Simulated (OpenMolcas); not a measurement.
**One shape, several levels: GaCNCl2 (SMILES N#[C][Ga]([Cl])[Cl])**

Wanted: a comparison of 6 runs (HF/STO-3G, B2PLYP/cc-pVDZ, B3LYP/cc-pVDZ, SVWN5/cc-pVDZ, r2SCAN/cc-pVDZ, CCSD(T)/cc-pVDZ) of GaCNCl2. 

The calculation is run with OpenMolcas 26.06.

## 1. The structure to begin with

The species is GaCNCl2 (5 atoms), meant as a singlet with charge 0. As SMILES, `N#[C][Ga]([Cl])[Cl]`. The shape is that of a PBE0-D4/def2-TZVP optimisation.

Bond lengths: N1–C2 1.152 Å, C2–Ga3 1.918 Å, Ga3–Cl4 2.106 Å, Ga3–Cl5 2.106 Å. Angles: N1–C2–Ga3 180.0°, C2–Ga3–Cl4 119.8°, C2–Ga3–Cl5 119.8°, Cl4–Ga3–Cl5 120.5°.

## 2. Energy and forces at HF/STO-3G (run 1)

Contents of run.inp:

```
&GATEWAY
BasLib=$CurrDir
Coord
5
angstrom
N        0.909600      -1.318100       1.914000
C        0.493500      -0.715000       1.025200
Ga      -0.199400       0.288700      -0.455700
Cl      -1.735500      -0.526200      -1.643200
Cl       0.581700       2.197000      -0.881800
Basis=STO-3G
Group=NoSym
&SEWARD
&SCF
Thresholds=1e-10 1e-07 1e-07 1e-05
PrOrbitals=1 2
&ALASKA
```

The basis set STO-3G is read from a file made from the Basis Set Exchange's data (not shown).

Launch:

```console
$ export MOLCAS_MEM=1860
$ pymolcas run.inp > run.log
```

What it wrote:

```text
--- Start Module: gateway ---
[...]
--- Stop Module: gateway /rc=_RC_ALL_IS_WELL_ ---
[...]
      Basis functions           46
[...]
--- Start Module: scf ---
[...]
       Convergence after  18 Iterations
[...]
::    Total SCF energy                              -2901.3264061925
[...]
      Total spin, S                                     0.0000000000
[...]
      Total electronic charge=   78.000000
      Total            charge=   -0.000000
[...]
      Dipole Moment (debye):
      Origin of the operator (angstrom)=   -0.2149    0.3111   -0.4889
                   X= -2.7951E-01               Y=  4.0580E-01               Z= -5.9701E-01           Total=  7.7409E-01
      Quadrupole Moment (debye*angstrom):
[...]
--- Stop Module: scf /rc=_RC_ALL_IS_WELL_ ---
[...]
--- Start Module: alaska ---
[...]
 *              Molecular gradients               *
 **************************************************
  Irreducible representation: a
 ------------------------------------------------------------------------------------------
                              X                       Y                       Z
 ------------------------------------------------------------------------------------------
  N1               -7.83200584322330E-03    1.13400158509211E-02   -1.67405470559174E-02
  C2                2.96295698375266E-02   -4.29026115329838E-02    6.33303957883502E-02
  GA3              -1.30914781103573E-02    1.89845418158185E-02   -2.80036368836631E-02
  CL4              -1.99355154525342E-02   -1.20172015159348E-02   -1.44177537460273E-02
  CL5               1.12294295686297E-02    2.45952553821382E-02   -4.16845810272015E-03
 ------------------------------------------------------------------------------------------
--- Stop Module: alaska /rc=_RC_ALL_IS_WELL_ ---
[...]
```

Wall time 4.5 s (1 thread of Intel Xeon Platinum 8259CL at 2.50GHz (Skylake/Cascade Lake), shared host); peak memory 0.38 GiB.

## 3. A single-point energy at B2PLYP/cc-pVDZ (run 2)

Contents of input.xyz:

```xyz
5

N      0.909600    -1.318100     1.914000
C      0.493500    -0.715000     1.025200
Ga    -0.199400     0.288700    -0.455700
Cl    -1.735500    -0.526200    -1.643200
Cl     0.581700     2.197000    -0.881800
```

Contents of job.input:

```
* CCl2GaN Kohn-Sham DFT

&gateway
 baslib=$CurrDir
 coord=input.xyz
 basis=cc-pVDZ
 group=NoSym

&seward
 gridinput
 Grid=UltraFine
 End of Grid

&scf
 ksdft=B2PLYP_SCF
 thresholds=1e-10 1e-07 1e-07 1e-05
 prorbitals=1

&mbpt2
 frozen=21
```

The basis set cc-pVDZ is read from a file made from the Basis Set Exchange's data (not shown).

Launch:

```console
$ export MOLCAS_MEM=1860
$ pymolcas job.input > job.log
```

What it wrote:

```text
--- Start Module: gateway ---
[...]
--- Stop Module: gateway /rc=_RC_ALL_IS_WELL_ ---
[...]
      Basis functions           91
[...]
--- Start Module: scf ---
[...]
       Convergence after  14 Iterations
[...]
::    Total KS-DFT energy                           -2937.2037013774
[...]
      Total spin, S                                     0.0000000000
[...]
      Total electronic charge=   78.000000
      Total            charge=   -0.000000
[...]
      Dipole Moment (debye):
      Origin of the operator (angstrom)=   -0.2149    0.3111   -0.4889
                   X= -6.5292E-01               Y=  9.4711E-01               Z= -1.3953E+00           Total=  1.8083E+00
      Quadrupole Moment (debye*angstrom):
[...]
--- Stop Module: scf /rc=_RC_ALL_IS_WELL_ ---
[...]
--- Start Module: mbpt2 ---
[...]
 ###    WARNING: MP2 implementation intended for RHF references only         ###
 ###############################################################################
MBPT2 WARNING: Reference function according to RunFile:KS-DFT
I'll assume you know what you're doing and continue
WARNING!
Default frozen orbitals as non valence orbitals is overwritten by user input.
Default values:  26
[...]
       Reference weight ( Cref**2 )         =        0.71733
::    Total MBPT2 energy                            -2937.9730802415
[...]
      Total MBPT2 calculations                           0.46      0.52
--- Stop Module: mbpt2 /rc=_RC_ALL_IS_WELL_ ---
[...]
```

Wall time 27 s (1 thread of Intel Xeon Platinum 8259CL at 2.50GHz (Skylake/Cascade Lake), shared host); peak memory 0.5 GiB.

Runs 3 to 4 aren't shown in full; the table further down has their settings and results.

## 4. Energy and forces at r2SCAN/cc-pVDZ (run 5)

Contents of mol.xyz:

```xyz
5

N      0.909600    -1.318100     1.914000
C      0.493500    -0.715000     1.025200
Ga    -0.199400     0.288700    -0.455700
Cl    -1.735500    -0.526200    -1.643200
Cl     0.581700     2.197000    -0.881800
```

Contents of run.inp:

```
>>> EXPORT MOLCAS_PRINT=2

&GATEWAY
 BasLib=$CurrDir
 Coord=mol.xyz
 Basis=cc-pVDZ
 Group=NoSym

&SEWARD
 GridInput
 Grid=UltraFine
 End of Grid

&SCF
 KSDFT=2
 1.0 MGGA_X_R2SCAN
 1.0 MGGA_C_R2SCAN
 Thresholds=1e-10 1e-07 1e-07 1e-05
 PrOrbitals=1

&ALASKA
```

The basis set cc-pVDZ is read from a file made from the Basis Set Exchange's data (not shown).

Launch:

```console
$ export MOLCAS_MEM=1860
$ pymolcas run.inp > run.log
```

What it wrote:

```text
--- Start Module: gateway ---
[...]
--- Stop Module: gateway /rc=_RC_ALL_IS_WELL_ ---
[...]
      Basis functions           91
[...]
--- Start Module: scf ---
[...]
       Convergence after  16 Iterations
[...]
::    Total KS-DFT energy                           -2938.0672076031
[...]
      Total spin, S                                     0.0000000000
[...]
      Total electronic charge=   78.000000
      Total            charge=   -0.000000
[...]
      Dipole Moment (debye):
      Origin of the operator (angstrom)=   -0.2149    0.3111   -0.4889
                   X= -6.3935E-01               Y=  9.2736E-01               Z= -1.3663E+00           Total=  1.7707E+00
      Quadrupole Moment (debye*angstrom):
[...]
--- Stop Module: scf /rc=_RC_ALL_IS_WELL_ ---
[...]
--- Start Module: alaska ---
[...]
 *              Molecular gradients               *
 **************************************************
  Irreducible representation: a
 ------------------------------------------------------------------------------------------
                              X                       Y                       Z
 ------------------------------------------------------------------------------------------
  N1               -1.50192345655142E-02    2.17612957586866E-02   -3.20856304949402E-02
  C2                1.49191974041124E-02   -2.16138860094258E-02    3.18755389894583E-02
  GA3              -2.16477971818652E-03    3.19356574635954E-03   -4.67189562846038E-03
  CL4               4.23733638510271E-03    1.98776090832098E-03    3.45481688497529E-03
  CL5              -1.97251950548605E-03   -5.32873640414522E-03    1.42717024896832E-03
 ------------------------------------------------------------------------------------------
--- Stop Module: alaska /rc=_RC_ALL_IS_WELL_ ---
[...]
```

Wall time 49 s (1 thread of Intel Xeon Platinum 8259CL at 2.50GHz (Skylake/Cascade Lake), shared host); peak memory 0.5 GiB.

## 5. A single-point energy at CCSD(T)/cc-pVDZ (run 6)

Contents of run.inp:

```
* CCl2GaN CCSD(T)
&GATEWAY
BasLib=$CurrDir
Coord
5
angstrom
N        0.909600      -1.318100       1.914000
C        0.493500      -0.715000       1.025200
Ga      -0.199400       0.288700      -0.455700
Cl      -1.735500      -0.526200      -1.643200
Cl       0.581700       2.197000      -0.881800
Basis=cc-pVDZ
Group=NoSym
&SEWARD
&SCF
Thresholds=1e-10 1e-07 1e-07 1e-05
PrOrbitals=1 1
&RASSCF
FileOrb=$Project.ScfOrb
Spin=1
Nactel=0 0 0
Inactive=39
Ras2=0
OutOrbitals=Canonical
OrbListing=NoCore
&MOTRA
JobIph
Frozen=21
&CCSDT
CCT
Triples=2
Iterations=80
Accuracy=1e-08
Extrapolation=5 4
```

The basis set cc-pVDZ is read from a file made from the Basis Set Exchange's data (not shown).

Launch:

```console
$ export MOLCAS_MEM=1860
$ pymolcas run.inp > run.log
```

What it wrote:

```text
--- Start Module: gateway ---
[...]
--- Stop Module: gateway /rc=_RC_ALL_IS_WELL_ ---
[...]
      Basis functions           91
[...]
       Convergence after  14 Iterations
[...]
::    Total SCF energy                              -2934.6711448585
[...]
      Total spin, S                                     0.0000000000
[...]
      Number of active orbitals                  0
[...]
      Spin quantum number                      0.0
[...]
      Active orbitals                            0
[...]
      Number of CSFs                             1
[...]
      Number of root(s) required                 1
[...]
      Convergence after  4 iterations
[...]
      Natural orbitals and occupation numbers for root  1
      ************************************************************************************************************************
      *                                                    Final results                                                     *
      ************************************************************************************************************************
[...]
::    RASSCF root number  1 Total energy:  -2934.67114486
[...]
      Total electronic charge=   78.000000
      Total            charge=   -0.000000
[...]
      Dipole Moment (debye):
      Origin of the operator (angstrom)=   -0.2149    0.3111   -0.4889
                   X= -6.4881E-01               Y=  9.4127E-01               Z= -1.3865E+00           Total=  1.7970E+00
      Quadrupole Moment (debye*angstrom):
[...]
--- Start Module: motra ---
[...]
      *** WARNING: Default frozen orbitals is overwritten by user input.
      *** Default values:  26
[...]
--- Stop Module: motra /rc=_RC_ALL_IS_WELL_ ---
[...]
--- Start Module: ccsdt ---
[...]
      Convergence after                    17  Iterations
      Total energy (diff) :   -2935.31280734       0.00000001
[...]
 METHOD                       : CCSD+T(CCSD)+<T3(1)WT1> = CCSD(T)
[...]
       CCSD     =     -2935.3128073437547
[...]
--- Stop Module: ccsdt /rc=_RC_ALL_IS_WELL_ ---
[...]
```

Wall time 97 s (1 thread of Intel Xeon Platinum 8259CL at 2.50GHz (Skylake/Cascade Lake), shared host); peak memory 0.5 GiB.

## 6. All runs side by side

```
run            level      task  frozen core orbitals   energy (Eh)  dipole moment (D) of the reference  HOMO energy (eV)  LUMO energy (eV)  wall time
  1        HF/STO-3G  gradient                     –  -2901.326406                                0.77            -10.46              2.63      4.5 s
  2   B2PLYP/cc-pVDZ    energy                    21  -2937.411434                                1.81            -10.95             -1.37       27 s
  3    B3LYP/cc-pVDZ  gradient                     –  -2938.263412                                1.81             -9.40             -2.70       38 s
  4    SVWN5/cc-pVDZ  gradient                     –  -2931.416591                                1.84             -8.41             -3.53       29 s
  5   r2SCAN/cc-pVDZ  gradient                     –  -2938.067208                                1.77             -8.71             -3.16       49 s
  6  CCSD(T)/cc-pVDZ    energy                    21  -2935.334886                                1.80            -13.12              0.53       97 s
```

## 7. Summary of results

| quantity | value |
| --- | --- |
| run 6: total energy | -2935.33489 Eh |
| run 6: dipole moment (mean-field density) | 1.80 D |
| run 6: HOMO energy (Hartree–Fock orbitals) | -13.12 eV |
| run 6: LUMO energy (Hartree–Fock orbitals) | 0.53 eV |
| run 6: HOMO–LUMO gap (Hartree–Fock orbitals) | 13.65 eV |
| run 6: correlation energy (21 core orbitals frozen) | -663.7 mEh |
| run 6: (T) correction | -22.08 mEh |

**Reading.** Over runs 1, 2, 3, 4, 5 the dipole moment (its size) runs from 0.77 D (HF/STO-3G) to 1.84 D (SVWN5/cc-pVDZ). The two ends differ in method and basis. Over runs 1, 2, 3, 4, 5 the HOMO–LUMO gap runs from 4.87 eV (SVWN5/cc-pVDZ) to 13.10 eV (HF/STO-3G). For B2PLYP the log adds the whole second-order term; the table takes 0.27 of it, as the functional is defined. Totals of different functionals can't be ranked against each other. In run 1 the basis is minimal, so the values are rough. All runs together took 4.1 min, the longest 97 s.
